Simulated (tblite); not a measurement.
# C8H18O3: the cost of one run

Computed with tblite 0.8.0 (tight binding) and PySCF 2.14.0 (DFT, with response routines of our own); each step states its level. Atoms count from 0 throughout.

## 1. The molecule as given

29 atoms, charge 0, multiplicity 1; geometry from: MMFF94s geometry. This is the first candidate.

Bonds of the start (Å): C0–H11 1.09, C0–H12 1.11, C0–H13 1.10, C0–O1 1.41, C10–H26 1.09, C10–H27 1.10, C10–H28 1.09, C2–C3 1.53, C2–H14 1.10, C2–H15 1.11, C3–C4 1.54, C3–H16 1.09, C3–O5 1.43, C4–H17 1.10, C4–H18 1.09, C4–H19 1.09, C6–C7 1.55, C6–H20 1.09, C6–H21 1.10, C7–C8 1.52, C7–H22 1.10, C7–O9 1.44, C8–H23 1.09, C8–H24 1.10 and more.

## 2. GFN2-xTB relaxation, isomer A, conformer 1

What the job is given:

```
{"job": {"xc": "GFN2-xTB", "basis": "xTB", "kind": "relax"}, "charge": 0, "multiplicity": 1}
C     -2.823400     2.453200    -0.308400
O     -2.024800     1.336200    -0.629300
C     -2.225400     0.250800     0.304600
C     -1.311400    -0.916800    -0.060400
C     -1.831400    -2.209600     0.595600
O      0.017400    -0.744900     0.453300
C      0.767600     0.273800    -0.235900
C      2.260600     0.171500     0.157700
C      2.976900     1.471200    -0.166600
O      2.941200    -0.855900    -0.581500
C      2.540400    -2.176700    -0.248300
H     -2.593100     2.835500     0.690200
H     -3.897200     2.191800    -0.352200
H     -2.625600     3.239900    -1.044200
H     -2.030900     0.614500     1.320900
H     -3.287200    -0.049700     0.237500
H     -1.259200    -1.061600    -1.135300
H     -2.834300    -2.461900     0.227400
H     -1.162600    -3.042600     0.366700
H     -1.856300    -2.115600     1.686000
H      0.647400     0.154500    -1.310700
H      0.377200     1.247400     0.080500
H      2.366700    -0.035400     1.237600
H      2.537000     2.305600     0.389500
H      2.917200     1.704000    -1.235400
H      4.026000     1.397100     0.089000
H      1.569200    -2.399800    -0.681700
H      2.526200    -2.318200     0.841600
H      3.271900    -2.869200    -0.677500
```

Started as:

```sh
$ OMP_NUM_THREADS=1 python ens_run.py task.json out
```

The driver reads the study from task.json and runs its stages one after another.

Q: Estimate the wall time of this first job on 1 thread of Arm Neoverse N1, shared host.

About 2.1 s.
